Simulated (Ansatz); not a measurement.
This was printed by a script on the Python package of Ansatz (0.2.0), for harmonic frequencies at the relaxed geometry of CH3FO2Te, SMILES OC(O)(F)[TeH]. What did the script look like? Level of theory (for the species named): B3LYP, def2-SVP basis, multiplicity 1.

```xyz
8

O    -0.2502    1.6321    0.1221
C     0.0583    0.3439   -0.1309
O     1.3895    0.1893    0.1433
F    -0.0994    0.0446   -1.4643
Te   -1.1000   -0.9632    1.1135
H    -1.2523    1.7741   -0.1527
H     1.6780   -0.7443   -0.0813
H    -0.3317   -2.3337    0.3944
```

```console
$ python run_freq.py
step   1  E = -15185.320513 eV  max force 3.1482 eV/A
step   2  E = -15185.633171 eV  max force 1.0972 eV/A
step   3  E = -15185.679610 eV  max force 0.5049 eV/A
step   4  E = -15185.696640 eV  max force 0.3123 eV/A
step   5  E = -15185.711756 eV  max force 0.4266 eV/A
step   6  E = -15185.724884 eV  max force 0.2396 eV/A
step   7  E = -15185.739205 eV  max force 0.2186 eV/A
step   8  E = -15185.745084 eV  max force 0.1141 eV/A
step   9  E = -15185.749528 eV  max force 0.0345 eV/A
step  10  E = -15185.750724 eV  max force 0.0943 eV/A
step  11  E = -15185.751854 eV  max force 0.0173 eV/A
step  12  E = -15185.751919 eV  max force 0.0453 eV/A
step  13  E = -15185.752122 eV  max force 0.0033 eV/A
step  14  E = -15185.752153 eV  max force 0.0015 eV/A
step  15  E = -15185.752171 eV  max force 0.0035 eV/A
step  16  E = -15185.752168 eV  max force 0.0039 eV/A
step  17  E = -15185.752172 eV  max force 0.0017 eV/A
final positions (A) and the move of each atom
O    -0.33511    1.56356   -0.01390    0.1744
C     0.21534    0.33389   -0.12503    0.1575
O     1.54249    0.47657    0.08889    0.3300
F    -0.02546   -0.20033   -1.37564    0.2708
Te   -0.72726   -1.15641    1.33232    0.4734
H    -1.29324    1.48370   -0.12050    0.2950
H     1.95594   -0.39740    0.05768    0.4657
H    -1.24049   -2.16077    0.10028    0.9707
mode  1      91.1 1/cm    11.30 meV
mode  2     183.3 1/cm    22.72 meV
mode  3     235.5 1/cm    29.19 meV
mode  4     241.1 1/cm    29.89 meV
mode  5     339.2 1/cm    42.06 meV
mode  6     439.4 1/cm    54.48 meV
mode  7     522.4 1/cm    64.77 meV
mode  8     524.9 1/cm    65.08 meV
mode  9     605.2 1/cm    75.03 meV
mode 10     724.8 1/cm    89.86 meV
mode 11     973.2 1/cm   120.66 meV
mode 12    1087.1 1/cm   134.78 meV
mode 13    1139.3 1/cm   141.26 meV
mode 14    1352.0 1/cm   167.63 meV
mode 15    1407.7 1/cm   174.53 meV
mode 16    2113.3 1/cm   262.01 meV
mode 17    3826.2 1/cm   474.39 meV
mode 18    3828.3 1/cm   474.65 meV
imaginary modes: 0  zero-point energy: 1.2171 eV
T (K)   F_vib (eV)   S_vib (meV/K)   C_vib (meV/K)
 298.1      1.1415        0.5981          0.6827
 398.1      1.0705        0.8171          0.8323
 498.1      0.9787        1.0164          0.9458
deuterated (1/cm): 67 145 228 235 298 322 416 500 525 713 893 922 978 1226 1337 1501 2784 2789
zero-point energy falls by 0.2328 eV
```

One script that gives this output:

`run_freq.py`
```python
"""Harmonic frequencies of CH3FO2Te at its relaxed geometry."""

import ansatz as az
import numpy as np

geometry_ang = [
    ("O", [-0.2502, 1.6321, 0.1221]),
    ("C", [0.0583, 0.3439, -0.1309]),
    ("O", [1.3895, 0.1893, 0.1433]),
    ("F", [-0.0994, 0.0446, -1.4643]),
    ("Te", [-1.1, -0.9632, 1.1135]),
    ("H", [-1.2523, 1.7741, -0.1527]),
    ("H", [1.678, -0.7443, -0.0813]),
    ("H", [-0.3317, -2.3337, 0.3944]),
]
geometry = az.Crystal.molecule()
for symbol, xyz in geometry_ang:
    geometry = geometry.atom(symbol, xyz)

job = (
    geometry.calculation()
    .basis(gaussian="def2-SVP")
    .functional("b3lyp")
    .scf(lower_state_search="light")
)
symbols = [site.symbol for site in geometry.cartesian_sites]
start = np.array([site.position_ang for site in geometry.cartesian_sites], dtype=float)
def progress(event):
    if event["event"] == "relax_step":
        row = event["data"]
        print(f"step {row['step']:3d}  E = {row['lagrangian_ev']:.6f} eV  max force {row['allowed_force_max_ev_ang']:.4f} eV/A")


rep = job.relax(force_tolerance=0.003).session().plan().execute(on_event=progress).report
end = np.array(rep["positions_ang"])

print("final positions (A) and the move of each atom")
for symbol, xyz, old in zip(symbols, end, start):
    print(f"{symbol:2s} {xyz[0]:10.5f} {xyz[1]:10.5f} {xyz[2]:10.5f}   {np.linalg.norm(xyz - old):7.4f}")

# frequencies need a stationary point, so they are taken at the relaxed geometry
minimum = az.Crystal.molecule()
for symbol, xyz in zip(symbols, end):
    minimum = minimum.atom(symbol, xyz.tolist())
vibrating = (
    minimum.calculation()
    .basis(gaussian="def2-SVP")
    .functional("b3lyp")
    .scf(lower_state_search="light")
    .phonons(temperatures=(298.15, 498.15, 100))
)
vib = vibrating.run().report["vibrations"]
sums = vib["harmonic_sums"]
modes = [m["omega_inv_cm"] for m in sums["modes_at_gamma"] if m["rigid_motion"] == "no"]
for number, w in enumerate(modes, start=1):
    print(f"mode {number:2d} {w:9.1f} 1/cm {w / 8065.544 * 1000:8.2f} meV")
print("imaginary modes:", sum(w < 0 for w in modes), " zero-point energy:", round(sums["zero_point_energy_ev"], 4), "eV")
print("T (K)   F_vib (eV)   S_vib (meV/K)   C_vib (meV/K)")
for row in zip(sums["temperatures_k"], sums["vibrational_free_energy_ev"], vib["entropy_ev_per_k"], vib["heat_capacity_ev_per_k"]):
    print(f"{row[0]:6.1f} {row[1]:11.4f} {1000 * row[2]:13.4f} {1000 * row[3]:15.4f}")

# all hydrogen replaced by deuterium
heavier = vibrating.phonons(masses={"H": 2.014102}).run().report["vibrations"]["harmonic_sums"]
print("deuterated (1/cm):", " ".join(f"{m['omega_inv_cm']:.0f}" for m in heavier["modes_at_gamma"] if m["rigid_motion"] == "no"))
print("zero-point energy falls by", round(sums["zero_point_energy_ev"] - heavier["zero_point_energy_ev"], 4), "eV")
```

These settings explore the input space; basis and method may be short of convergence. The frequencies are harmonic and unscaled, in a modest basis. The result belongs to the one conformer reached from this start, and soft torsions count as harmonic oscillators. def2 sets replace the cores of elements past krypton by effective core potentials. b3lyp holds the VWN-RPA fit, as in Gaussian; the form of ORCA and Turbomole is b3lyp5. Finished in 6.4 min on 1 thread of Arm Neoverse V2 (shared host), peak memory 0.3 GiB.

(Lines on the test bed's own set-up are left out of the output.)
